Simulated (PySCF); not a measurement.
**C3H8BN: a tour of settings**

Aim: see how C3H8BN (`BN(C)C=C`) answers to the choice of functional, basis, grid and SCF options.

Programs: PySCF 2.14.0, with density-fitted response routines of our own. Each step states its level of theory. These are calculated values for one molecule in the gas phase, unless marked as measured. Atoms count from 0, in the outputs and in this text.

### Step 1. Starting geometry

13 atoms, charge 0, multiplicity 1; geometry from: GFN2-xTB.

Bonds of the start (Å): B0–N1 1.39, N1–C2 1.45, N1–C3 1.39, C3–C4 1.33, B0–H5 1.17, B0–H6 1.17, C2–H7 1.09, C2–H8 1.09, C2–H9 1.09, C3–H10 1.08, C4–H11 1.07, C4–H12 1.07.

### Step 2. Nuclear shieldings: PBE0/pcSseg-1

Job settings and geometry (Å):

```
{"job": {"kind": "nmr", "xc": "PBE0", "basis": "pcSseg-1"}, "charge": 0, "multiplicity": 1}
B     -1.134648     1.522078    -0.038043
N     -0.371467     0.358484    -0.017031
C     -0.959605    -0.964335    -0.087130
C      1.014950     0.393604     0.073805
C      1.844983    -0.642064     0.103065
H     -0.599519     2.561542     0.021710
H     -2.299976     1.440353    -0.114868
H     -0.592493    -1.502005    -0.965237
H     -2.040156    -0.876184    -0.156262
H     -0.708453    -1.543655     0.805179
H      1.408895     1.398629     0.122568
H      1.528351    -1.668260     0.059178
H      2.904750    -0.477700     0.175340
```

With the program's defaults for keys left out, this is: GIAO PBE0/pcSseg-1 NMR shielding, non-relativistic, gas phase.

On the command line:

```sh
$ OMP_NUM_THREADS=1 python probes_run.py task.json out
```

The driver reads the jobs from task.json and runs them one after another.

Standard output:

```text
coarse grid: 10368 points
cycle   1  E = -198.4049896167  dE =  4.760e-01  |g| = 3.175e-01  |ddm| = 2.997e+00
cycle   2  E = -198.4078327166  dE = -2.843e-03  |g| = 3.141e-01  |ddm| = 5.247e-01
cycle   3  E = -198.4317356377  dE = -2.390e-02  |g| = 8.082e-02  |ddm| = 2.683e-01
cycle   4  E = -198.4333710085  dE = -1.635e-03  |g| = 2.340e-02  |ddm| = 8.987e-02
cycle   5  E = -198.4335001307  dE = -1.291e-04  |g| = 8.562e-03  |ddm| = 2.364e-02
cycle   6  E = -198.4335172971  dE = -1.717e-05  |g| = 1.698e-03  |ddm| = 6.803e-03
cycle   7  E = -198.4335178370  dE = -5.399e-07  |g| = 4.747e-04  |ddm| = 1.079e-03
final grid: 98800 points
cycle   8  E = -198.4609137803  dE = -4.008e-05  |g| = 7.398e-03  |ddm| = 3.041e-02
cycle   9  E = -198.4609091075  dE =  4.673e-06  |g| = 8.723e-03  |ddm| = 1.314e-02
cycle  10  E = -198.4609277344  dE = -1.863e-05  |g| = 1.655e-03  |ddm| = 7.230e-03
cycle  11  E = -198.4609283303  dE = -5.960e-07  |g| = 2.722e-04  |ddm| = 1.121e-03
cycle  12  E = -198.4609283447  dE = -1.437e-08  |g| = 1.112e-04  |ddm| = 2.924e-04
cycle  13  E = -198.4609283480  dE = -3.346e-09  |g| = 3.008e-05  |ddm| = 1.247e-04
cycle  14  E = -198.4609283482  dE = -2.141e-10  |g| = 8.070e-06  |ddm| = 2.524e-05
converged SCF energy = -198.4609283482

GIAO shielding tensors (ppm)
atom      isotropic    diamagn.    paramagn.     s11        s22        s33       span
  0 B       58.854     197.468    -138.614     32.628     37.666    106.268     73.640
  1 N       89.194     325.230    -236.036    -48.926     92.592    223.917    272.843
  2 C      145.993     247.445    -101.452    129.014    129.205    179.759     50.746
  3 C       34.150     251.449    -217.299    -73.239     55.284    120.404    193.643
  4 C       90.181     256.226    -166.045      1.059     96.686    172.799    171.740
  5 H       26.820      31.721      -4.900     24.981     26.712     28.769      3.788
  6 H       26.810      31.545      -4.735     24.704     26.506     29.219      4.515
  7 H       28.613      30.564      -1.952     25.411     26.552     33.875      8.464
  8 H       28.141      30.273      -2.133     24.178     27.684     32.560      8.383
  9 H       28.610      30.567      -1.957     25.411     26.543     33.878      8.468
 10 H       24.599      31.575      -6.975     21.770     23.998     28.030      6.260
 11 H       27.300      32.529      -5.229     25.096     25.492     31.312      6.216
 12 H       27.193      29.312      -2.119     25.558     26.216     29.806      4.248
```

It took 9.2 s on 1 thread of Intel Xeon Platinum 8488C, shared host; peak memory 0.56 GiB.

The references, computed at this level on geometries of the same kind, shield at (ppm): 1H TMS 31.72, 13C TMS 186.9, 15N NH3 267.7, 11B BF3·OEt2 100.1. Their shielding less the atom's gives the shift. The references are single molecules in the gas phase, so shifts against H2O, NH3, PH3, H3PO4 or CFCl3 are not on the usual liquid scales and can be off by tens of ppm. Atoms listed in one row are averaged.

| atoms | environment | σ (ppm) | δ (ppm) | δ scaled to CDCl3 |
| --- | --- | --- | --- | --- |
| C3 | alkene carbon bearing nitrogen | 34.1 | 152.8 | 147.2 |
| C4 | β carbon of an enol-ether or enamine type C=C | 90.2 | 96.7 | 92.5 |
| C2 | methyl carbon bonded to N | 146.0 | 40.9 | 38.0 |
| H10 | hydrogen on an alkene carbon bearing nitrogen | 24.60 | 7.12 | 6.82 |
| H5, H6 | hydrogen on a boron bonded to N | 26.82 | 4.90 | – |
| H12 | hydrogen on a β carbon of an enol-ether or enamine type C=C | 27.19 | 4.52 | 4.37 |
| H11 | hydrogen on a β carbon of an enol-ether or enamine type C=C | 27.30 | 4.42 | 4.27 |
| H7, H8, H9 | hydrogen on a methyl carbon bonded to N | 28.45 | 3.26 | 3.18 |
| B0 | boron bonded to N, 2 H | 58.9 | 41.2 | – |
| N1 | enamine nitrogen | 89.2 | 178.5 | – |

The scaled column applies a straight-line fit of computed shieldings to shifts measured in CDCl3 (root-mean-square error 0.16 ppm for H, 1.9 ppm for C).

The run also stored atomic charges by several schemes (e):

| atoms | Mulliken | IAO | Hirshfeld | ESP fit |
| --- | --- | --- | --- | --- |
| B0 | 0.16 | -0.02 | 0.10 | 0.04 |
| N1 | -0.60 | -0.17 | -0.07 | 0.21 |
| C2 | -0.07 | -0.30 | -0.06 | -0.46 |
| C3 | 0.06 | -0.03 | 0.01 | -0.17 |
| C4 | -0.23 | -0.39 | -0.14 | -0.52 |

Mayer bond orders: B0–N1 1.28, N1–C2 0.94, N1–C3 1.02, C3–C4 1.91.

### Step 3. Ultraviolet spectrum: PBE0/def2-SVPD

Same as in step 2 but for these lines:

```diff
@@ -1,2 +1,2 @@
-{"job": {"kind": "nmr", "xc": "PBE0", "basis": "pcSseg-1"}, "charge": 0, "multiplicity": 1}
+{"job": {"kind": "uv", "xc": "PBE0", "basis": "def2-SVPD", "nstates": 6, "ntriplets": 2}, "charge": 0, "multiplicity": 1}
 B     -1.134648     1.522078    -0.038043
```

Level: TDDFT PBE0/def2-SVPD, vertical, gas phase, core orbitals frozen in the response.

Standard output:

```text
coarse grid: 10368 points
cycle   1  E = -198.2980186187  dE =  4.316e-01  |g| = 3.020e-01  |ddm| = 5.659e+00
cycle   2  E = -198.3006138349  dE = -2.595e-03  |g| = 2.998e-01  |ddm| = 1.062e+00
cycle   3  E = -198.3229861301  dE = -2.237e-02  |g| = 7.734e-02  |ddm| = 4.587e-01
cycle   4  E = -198.3245031125  dE = -1.517e-03  |g| = 2.439e-02  |ddm| = 1.459e-01
cycle   5  E = -198.3246507870  dE = -1.477e-04  |g| = 8.593e-03  |ddm| = 3.909e-02
cycle   6  E = -198.3246686527  dE = -1.787e-05  |g| = 1.550e-03  |ddm| = 1.249e-02
cycle   7  E = -198.3246691272  dE = -4.744e-07  |g| = 4.308e-04  |ddm| = 2.305e-03
final grid: 98800 points
cycle   8  E = -198.3517577838  dE = -4.710e-05  |g| = 7.084e-03  |ddm| = 1.866e-01
cycle   9  E = -198.3517527178  dE =  5.066e-06  |g| = 8.531e-03  |ddm| = 2.458e-02
cycle  10  E = -198.3517710349  dE = -1.832e-05  |g| = 1.599e-03  |ddm| = 1.079e-02
cycle  11  E = -198.3517716072  dE = -5.723e-07  |g| = 2.709e-04  |ddm| = 2.172e-03
cycle  12  E = -198.3517716212  dE = -1.394e-08  |g| = 1.238e-04  |ddm| = 6.833e-04
cycle  13  E = -198.3517716255  dE = -4.339e-09  |g| = 3.221e-05  |ddm| = 2.551e-04
cycle  14  E = -198.3517716258  dE = -2.532e-10  |g| = 7.823e-06  |ddm| = 6.105e-05
converged SCF energy = -198.3517716258

Static polarisability (au): isotropic 62.878, principal 43.396 59.151 86.086

Singlet excitations
state   eV       nm        f      main configurations
  1   5.7456    215.8   0.37506   H->L 0.96
  2   6.4213    193.1   0.01837   H->L+1 0.97
  3   6.9863    177.5   0.00017   H-1->L 0.97
  4   7.0947    174.8   0.00428   H->L+3 0.85, H->L+4 0.10
  5   7.1173    174.2   0.16417   H->L+2 0.86, H-2->L 0.10
  6   7.3308    169.1   0.02753   H->L+4 0.85, H->L+3 0.10

Triplet excitations (Tamm-Dancoff, eV): 3.9513 5.2828
```

Run time: 12 s. Hardware: 1 thread of Intel Xeon Platinum 8488C, shared host; peak memory 0.72 GiB.

Frontier orbitals and where they lie:

```
orbital      eV                       atoms
 HOMO−3  -10.48  C4 27 %, C3 22 %, H10 14 %
 HOMO−2   -9.63   N1 27 %, C3 21 %, C2 18 %
 HOMO−1   -9.25   B0 41 %, H5 22 %, H6 21 %
   HOMO   -6.83   C4 33 %, N1 24 %, C3 21 %
   LUMO   -0.48   B0 40 %, N1 13 %, C4 13 %
 LUMO+1    0.71   B0 31 %, C2 16 %, C4 12 %
 LUMO+2    1.07   C3 26 %, C4 22 %, N1 17 %
```

With each of the 6 states as a Gaussian band of 0.4 eV half-width at 1/e, the curve within the window shown has maxima at 215 nm (ε 15,000), 173 nm (ε 7,700) L/(mol cm). Beyond the last state computed it falls off for lack of states. The curve at chosen wavelengths:

```
 nm  ε (L/mol/cm)
162          1944
165          3771
168          5840
171          7356
174          7674
178          6278
181          4618
184          3138
187          2175
190          1803
193          2022
196          2877
199          4436
203          7525
206         10237
209         12747
212         14531
215         15226
218         14742
221         13264
224         11153
228          8038
231          5887
234          4095
237          2717
240          1726
```

Further results of this job:

```csv
property,computed
dipole moment (D),1.24
polarisability (Å³),9.32
HOMO–LUMO gap (eV),6.35
−ε(HOMO) (eV),6.83
```

### Step 4. Ultraviolet spectrum: PBE0/IGLO-II

Same as in step 3 but for these lines:

```diff
@@ -1,2 +1,2 @@
-{"job": {"kind": "uv", "xc": "PBE0", "basis": "def2-SVPD", "nstates": 6, "ntriplets": 2}, "charge": 0, "multiplicity": 1}
+{"job": {"kind": "uv", "xc": "PBE0", "basis": "IGLO-II", "nstates": 6, "ntriplets": 0, "tda": false, "scf": {"level_shift": 0.1, "guess": "vsap"}}, "charge": 0, "multiplicity": 1}
 B     -1.134648     1.522078    -0.038043
```

Level: TDDFT PBE0/IGLO-II, vertical, gas phase, core orbitals frozen in the response.

Standard output:

```text
final grid: 98800 points
cycle   1  E = -195.1583567383  dE =  1.779e+00  |g| = 3.535e+00  |ddm| = 8.852e+00
cycle   2  E = -182.6412704823  dE =  1.252e+01  |g| = 7.694e+00  |ddm| = 9.638e+00
cycle   3  E = -197.9014998902  dE = -1.526e+01  |g| = 1.585e+00  |ddm| = 4.476e+00
cycle   4  E = -198.3900415437  dE = -4.885e-01  |g| = 7.289e-01  |ddm| = 1.243e+00
cycle   5  E = -198.5280275723  dE = -1.380e-01  |g| = 1.633e-01  |ddm| = 4.600e-01
cycle   6  E = -198.5335435867  dE = -5.516e-03  |g| = 7.899e-02  |ddm| = 1.563e-01
cycle   7  E = -198.5349409541  dE = -1.397e-03  |g| = 2.000e-02  |ddm| = 5.271e-02
cycle   8  E = -198.5350288148  dE = -8.786e-05  |g| = 7.511e-03  |ddm| = 1.499e-02
cycle   9  E = -198.5350440033  dE = -1.519e-05  |g| = 1.888e-03  |ddm| = 7.708e-03
cycle  10  E = -198.5350448750  dE = -8.716e-07  |g| = 3.572e-04  |ddm| = 1.644e-03
cycle  11  E = -198.5350449052  dE = -3.024e-08  |g| = 1.232e-04  |ddm| = 4.362e-04
cycle  12  E = -198.5350449088  dE = -3.608e-09  |g| = 1.648e-05  |ddm| = 1.032e-04
cycle  13  E = -198.5350449089  dE = -1.161e-10  |g| = 4.317e-06  |ddm| = 2.592e-05
level shift removed, Fock matrix diagonalised once more
converged SCF energy = -198.5350449089

Static polarisability (au): isotropic 57.919, principal 34.920 54.344 84.494

Singlet excitations
state   eV       nm        f      main configurations
  1   5.6953    217.7   0.35647   H->L 0.96
  2   7.0294    176.4   0.00034   H-1->L 0.97
  3   7.1981    172.2   0.19863   H->L+1 0.83, H-2->L 0.13
  4   7.2051    172.1   0.02922   H->L+2 0.96
  5   7.5469    164.3   0.00034   H->L+3 0.96
  6   8.1961    151.3   0.01959   H-2->L 0.85, H->L+1 0.11
```

Run time: 13 s. Hardware: 1 thread of Intel Xeon Platinum 8488C, shared host; peak memory 0.79 GiB.

Key values: HOMO -6.78 eV, LUMO -0.47 eV; lowest singlet 5.70 eV.

### Step 5. Excited states and response: KT2/IGLO-III

Same as in step 4 but for these lines:

```diff
@@ -1,4 +1,4 @@
-{"job": {"kind": "uv", "xc": "PBE0", "basis": "IGLO-II", "nstates": 6, "ntriplets": 0, "tda": false, "scf": {"level_shift": 0.1, "guess": "vsap"}}, "charge": 0, "multiplicity": 1}
+{"job": {"kind": "uv", "xc": "KT2", "basis": "IGLO-III", "nstates": 12, "ntriplets": 0, "tda": true, "grid": 0, "scf": {"max_cycle": 76}}, "charge": 0, "multiplicity": 1}
 B     -1.134648     1.522078    -0.038043
-N     -0.371467     0.358484    -0.017031
+N     -0.753058     0.940281    -0.027537
 C     -0.959605    -0.964335    -0.087130
```

Level: TDA KT2/IGLO-III, vertical, gas phase, core orbitals frozen in the response.

Standard output:

```text
final grid: 10368 points
cycle   1  E = -199.5687771453  dE =  2.538e+00  |g| = 2.109e+00  |ddm| = 2.474e+00
cycle   2  E = -189.2778990284  dE =  1.029e+01  |g| = 4.648e+00  |ddm| = 2.415e+01
cycle   3  E = -199.9722669730  dE = -1.069e+01  |g| = 1.161e+00  |ddm| = 2.413e+01
cycle   4  E = -200.1541278148  dE = -1.819e-01  |g| = 1.006e+00  |ddm| = 1.613e+00
cycle   5  E = -200.4153039583  dE = -2.612e-01  |g| = 3.607e-01  |ddm| = 8.964e-01
cycle   6  E = -200.4399373640  dE = -2.463e-02  |g| = 1.919e-01  |ddm| = 4.147e-01
cycle   7  E = -200.4506863706  dE = -1.075e-02  |g| = 4.039e-02  |ddm| = 1.920e-01
cycle   8  E = -200.4511528647  dE = -4.665e-04  |g| = 1.017e-02  |ddm| = 4.193e-02
cycle   9  E = -200.4511723806  dE = -1.952e-05  |g| = 1.933e-03  |ddm| = 1.106e-02
cycle  10  E = -200.4511717984  dE =  5.822e-07  |g| = 2.577e-03  |ddm| = 5.553e-03
cycle  11  E = -200.4511740775  dE = -2.279e-06  |g| = 3.069e-04  |ddm| = 2.413e-03
cycle  12  E = -200.4511741019  dE = -2.440e-08  |g| = 1.733e-04  |ddm| = 5.834e-04
cycle  13  E = -200.4511741057  dE = -3.742e-09  |g| = 1.302e-04  |ddm| = 1.990e-04
cycle  14  E = -200.4511741099  dE = -4.175e-09  |g| = 8.532e-06  |ddm| = 7.461e-05
cycle  15  E = -200.4511741099  dE = -1.609e-11  |g| = 3.704e-06  |ddm| = 8.177e-06
converged SCF energy = -200.4511741099

Static polarisability (au): isotropic 80.065, principal 40.884 82.963 116.348

Singlet excitations
state   eV       nm        f      main configurations
  1   3.6419    340.4   0.00014   H->L+2 1.00
  2   3.8607    321.1   0.04651   H->L+1 0.85, H->L 0.10
  3   4.8524    255.5   0.56338   H->L 0.65, H->L+3 0.10, H->L+1 0.09
  4   5.0941    243.4   0.09687   H->L+3 0.89
  5   5.1538    240.6   0.00012   H-1->L 0.98
  6   5.7501    215.6   0.00417   H-1->L+1 0.93
  7   5.8287    212.7   0.00002   H->L+5 0.94
  8   5.9013    210.1   0.06897   H->L+6 0.70, H->L+4 0.27
  9   5.9889    207.0   0.14515   H->L+4 0.65, H->L+6 0.28
 10   6.3506    195.2   0.00392   H->L+7 0.94
 11   6.6484    186.5   0.03560   H->L+8 0.91
 12   6.9992    177.1   0.00033   H->L+9 0.99
```

Wall time 21 s (1 thread of Intel Xeon Platinum 8488C, shared host); peak memory 0.65 GiB.

It converged, yet the result is unsound: one atom of the first bond was moved so that the bond is 0.5 times as long; grid level 0 is too coarse. Its HOMO lies at -4.83 eV, against -6.83 eV in step 3 (PBE0/def2-SVPD), a different level, so the two don't compare directly.

### Step 6. Nuclear shieldings: revPBE/aug-pcSseg-1

Same as in step 5 but for these lines:

```diff
@@ -1,4 +1,4 @@
-{"job": {"kind": "uv", "xc": "KT2", "basis": "IGLO-III", "nstates": 12, "ntriplets": 0, "tda": true, "grid": 0, "scf": {"max_cycle": 76}}, "charge": 0, "multiplicity": 1}
+{"job": {"kind": "nmr", "xc": "revPBE", "basis": "aug-pcSseg-1", "pop": false, "scf": {"conv": 1e-06, "damp": 0.1}}, "charge": 0, "multiplicity": 1}
 B     -1.134648     1.522078    -0.038043
-N     -0.753058     0.940281    -0.027537
+N     -0.371467     0.358484    -0.017031
 C     -0.959605    -0.964335    -0.087130
```

Method: GIAO revPBE/aug-pcSseg-1 NMR shielding, non-relativistic, gas phase.

Standard output:

```text
damping 0.10 in the first 6 cycles
final grid: 98800 points
cycle   1  E = -198.5962956293  dE =  3.303e-01  |g| = 4.472e-01  |ddm| = 6.114e+00
cycle   2  E = -198.5874390391  dE =  8.857e-03  |g| = 4.892e-01  |ddm| = 1.721e+00
cycle   3  E = -198.5065489375  dE =  8.089e-02  |g| = 7.627e-01  |ddm| = 1.815e+00
cycle   4  E = -198.2197979543  dE =  2.868e-01  |g| = 1.165e+00  |ddm| = 2.776e+00
cycle   5  E = -197.6001196963  dE =  6.197e-01  |g| = 2.043e+00  |ddm| = 5.198e+00
cycle   6  E = -192.8682851399  dE =  4.732e+00  |g| = 3.496e+00  |ddm| = 8.249e+00
cycle   7  E = -148.1810591359  dE =  4.469e+01  |g| = 1.071e+01  |ddm| = 1.958e+02
cycle   8  E = -185.9649010524  dE = -3.778e+01  |g| = 5.589e+00  |ddm| = 1.902e+02
cycle   9  E = -197.8764077277  dE = -1.191e+01  |g| = 1.667e+00  |ddm| = 2.116e+01
cycle  10  E = -196.1864464401  dE =  1.690e+00  |g| = 2.067e+00  |ddm| = 5.109e+00
cycle  11  E = -198.6156487183  dE = -2.429e+00  |g| = 3.813e-01  |ddm| = 4.102e+00
cycle  12  E = -198.6299898945  dE = -1.434e-02  |g| = 3.391e-01  |ddm| = 1.144e+00
cycle  13  E = -198.6533410054  dE = -2.335e-02  |g| = 8.985e-02  |ddm| = 4.195e-01
cycle  14  E = -198.6551849317  dE = -1.844e-03  |g| = 3.113e-02  |ddm| = 1.612e-01
cycle  15  E = -198.6554300262  dE = -2.451e-04  |g| = 6.854e-03  |ddm| = 6.049e-02
cycle  16  E = -198.6554421724  dE = -1.215e-05  |g| = 2.085e-03  |ddm| = 1.289e-02
cycle  17  E = -198.6554435153  dE = -1.343e-06  |g| = 6.128e-04  |ddm| = 4.953e-03
cycle  18  E = -198.6554436208  dE = -1.055e-07  |g| = 1.531e-04  |ddm| = 1.943e-03
converged SCF energy = -198.6554436208

GIAO shielding tensors (ppm)
atom      isotropic    diamagn.    paramagn.     s11        s22        s33       span
  0 B       56.901     216.745    -159.844     30.875     38.014    101.813     70.938
  1 N       77.455     322.757    -245.302    -57.437     76.160    213.641    271.078
  2 C      141.163     256.901    -115.738    124.016    124.361    175.112     51.096
  3 C       32.556     249.915    -217.359    -68.571     52.435    113.805    182.376
  4 C       89.090     281.390    -192.299      7.067     91.600    168.605    161.538
  5 H       26.732      35.473      -8.741     24.886     26.719     28.592      3.706
  6 H       26.829      36.254      -9.425     24.685     26.582     29.219      4.535
  7 H       28.500      27.448       1.051     25.625     26.668     33.206      7.581
  8 H       28.089      33.287      -5.198     24.593     27.839     31.834      7.241
  9 H       28.498      27.461       1.036     25.625     26.658     33.210      7.585
 10 H       24.358      27.938      -3.580     21.990     23.071     28.013      6.023
 11 H       27.280      31.881      -4.601     25.142     25.928     30.769      5.627
 12 H       27.302      31.978      -4.676     25.909     26.677     29.319      3.410
```

Run time: 32 s. Hardware: 1 thread of Intel Xeon Platinum 8488C, shared host; peak memory 0.6 GiB.

Key values: σ C3 32.6, C4 89.1, C2 141.2, B0 56.9, H10 24.36, H5 26.78 ppm (means over like atoms).

### Step 7. Side by side: NMR shifts

Shifts (ppm) of some atoms, chosen among heavy atoms and hydrogens apart, means over like atoms, with basis size and wall time:

```
                run     C3    C4    C2   H10   H12    H7     N1  functions   time
      PBE0/pcSseg-1  152.8  96.7  40.9  7.12  4.52  3.26  178.5        125  9.2 s
revPBE/aug-pcSseg-1  150.7  94.2  42.1  7.37  4.42  3.36  179.7        202   32 s
```

### Step 8. Side by side: electronic excitations

Excitations and ground-state properties, with basis size and wall time:

```
           run  lowest singlet (eV)  brightest (eV)      f  gap (eV)  α (Å³)  μ (D)  functions  time
PBE0/def2-SVPD                 5.75            5.75  0.375      6.35    9.32   1.24        164  12 s
  PBE0/IGLO-II                 5.70            5.70  0.356      6.31    8.58   1.25        158  13 s
```

### Step 9. Outcome

| quantity | value |
| --- | --- |
| 13C shifts against TMS (PBE0/pcSseg-1) | 152.8, 96.7, 40.9 ppm |
| 1H shifts against TMS (PBE0/pcSseg-1, means over atoms taken as alike) | 7.12, 4.90, 4.52, 4.42, 3.26 ppm |
| 11B shifts against BF3·OEt2 (PBE0/pcSseg-1) | 41.2 ppm |
| 15N shifts against NH3 (PBE0/pcSseg-1) | 178.5 ppm |
| lowest singlet (PBE0/def2-SVPD) | 5.75 eV (216 nm), f = 0.375 |
| lowest triplet | 3.95 eV |
| range of the shift of C4 | 94.2 to 96.7 ppm |
| range of the lowest singlet | 5.70 to 5.75 eV |
| property runs in this session | 5, of which 0 failed and 1 gave unsound results |

Single values in the summary come from the first sound run of each kind (PBE0/pcSseg-1; PBE0/def2-SVPD), which need not be the best level. C3 (alkene carbon bearing nitrogen) lies farthest downfield among carbon, at 152.8 ppm; an sp2 carbon further deshielded by the attached heteroatom. H10 (hydrogen on an alkene carbon bearing nitrogen) lies farthest downfield among hydrogen, at 7.12 ppm; attached to an sp2 carbon and in the plane of the double bond. At PBE0/pcSseg-1: The widest tensor belongs to N1: span 273 ppm, with a paramagnetic part of -236 ppm. The first singlet state (HOMO→LUMO 0.96) lies at 5.75 eV and is bright. The lowest triplet lies 1.79 eV below the lowest singlet (triplets in Tamm-Dancoff, singlets in full TDDFT). Among the atoms with a shift in every run: In ppm, C4 moves most: its shift spreads over 2.6 ppm, from 94.2 (revPBE/aug-pcSseg-1) to 96.7 (PBE0/pcSseg-1). The lowest singlet runs from 5.70 eV (PBE0/IGLO-II) to 5.75 eV (PBE0/def2-SVPD), while the orbital gap spans 6.31 to 6.35 eV. The lowest state need not be the same one in every run.
